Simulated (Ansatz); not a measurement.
# C₃H₈AlN: a ladder of functionals and wavefunction methods

One table from this session's results is given with a row withheld; the runs are named, their logs left out.

Method: functionals in def2-TZVPP, the program's frozen cores in correlated methods; program: Ansatz 0.2.0, Gaussian basis.

The runs, in order: PBE-D4, r2SCAN-D4, PBE0-D4, B3LYP-D4, ωB97X-V, ωB97M-V, B2PLYP; CCSD(T)/def2-TZVPP; MP2/def2-QZVPP; extrapolation to the limit.

## The relaxed structure

The geometry comes from an earlier relaxation with PBE0-D4 in a triple-zeta def2 set; it is a stationary point, not always the lowest conformer.

SMILES `C[N]1C[CH2][AlH]1`, 13 atoms, charge 0, spin multiplicity 1.

Atoms are counted from 1 here; the program's logs count them from 0.

Bond lengths: C1–N2 1.427 Å, C1–H6 1.100 Å, C1–H7 1.092 Å, C1–H8 1.100 Å, N2–C3 1.469 Å, N2–Al5 1.767 Å, C3–C4 1.548 Å, C3–H9 1.100 Å, C3–H10 1.100 Å, C4–Al5 1.958 Å, C4–H11 1.091 Å, C4–H12 1.091 Å, Al5–H13 1.585 Å. Angles: N2–C1–H6 111.9°, N2–C1–H7 110.4°, N2–C1–H8 111.9°, H6–C1–H7 107.7°, H6–C1–H8 106.9°, H7–C1–H8 107.7°, C1–N2–C3 117.9°, C1–N2–Al5 148.9°, C3–N2–Al5 93.2°, N2–C3–C4 104.0°, N2–C3–H9 111.0°, N2–C3–H10 111.0°, C4–C3–H9 111.9°, C4–C3–H10 111.9°, H9–C3–H10 107.1°, C3–C4–Al5 83.7°, C3–C4–H11 113.2°, C3–C4–H12 113.2° and more.

Set-up of the first run:

in.yaml reads:

```yaml
crystal:
  periodic: [false, false, false]
  atoms:
    - {symbol: C, position_ang: [-1.178220, 1.095460, 1.009550]}
    - {symbol: N, position_ang: [-0.095975, 0.336061, 0.472202]}
    - {symbol: C, position_ang: [-0.320263, -0.383586, -0.788539]}
    - {symbol: C, position_ang: [1.033018, -1.081699, -1.066412]}
    - {symbol: Al, position_ang: [1.575472, -0.220853, 0.605961]}
    - {symbol: H, position_ang: [-1.510238, 1.883814, 0.318179]}
    - {symbol: H, position_ang: [-0.879551, 1.577187, 1.942988]}
    - {symbol: H, position_ang: [-2.054903, 0.466755, 1.223767]}
    - {symbol: H, position_ang: [-1.142157, -1.108031, -0.689021]}
    - {symbol: H, position_ang: [-0.596422, 0.310717, -1.595950]}
    - {symbol: H, position_ang: [0.957742, -2.169377, -1.089470]}
    - {symbol: H, position_ang: [1.501971, -0.754287, -1.994905]}
    - {symbol: H, position_ang: [2.730027, 0.013239, 1.666250]}
basis:
  gaussian: {orbitals: def2-TZVPP}
hamiltonian: {xc: pbe, dispersion: d4}
output: {forces: true, orbitals: {seedname: orbitals}}
```

Launch:

```console
$ ansatz run in.yaml --threads 4 --pin off --events-out ev --progress --plain --max-ram 10444MiB
```

Steps of the session up to this table: PBE-D4 (GGA); r2SCAN-D4 (meta-GGA); PBE0-D4 (hybrid); B3LYP-D4 (hybrid); ωB97X-V (range-separated); ωB97M-V (range-separated); B2PLYP (double hybrid); CCSD(T) in def2-TZVPP; MP2 in def2-QZVPP.

One table of the session follows, with a row left open; its other results are not shown here.

```
            method  atomisation energy (kJ/mol)
            PBE-D4                       4922.2
         r2SCAN-D4                            ?
           PBE0-D4                       4849.5
          B3LYP-D4                       4831.1
           ωB97X-V                       4842.9
           ωB97M-V                       4842.6
            B2PLYP                       4776.7
     HF/def2-TZVPP                       3507.2
    MP2/def2-TZVPP                       4761.3
   CCSD/def2-TZVPP                       4632.1
CCSD(T)/def2-TZVPP                       4700.6
           MP2/CBS                       4880.7
       CCSD(T)/CBS                       4820.0
```

Q: Estimate the row for r2SCAN-D4 from the others.

As computed: atomisation energy (kJ/mol): 4833.0. In the column «atomisation energy (kJ/mol)» it lies between B3LYP-D4 (4831.1) and ωB97M-V (4842.6).

To keep in mind: Free atoms (3 C, 1 N, 1 Al, 8 H) were run apart at each level; the atomisation energy is their sum less the molecule, without zero-point or spin-orbit terms.
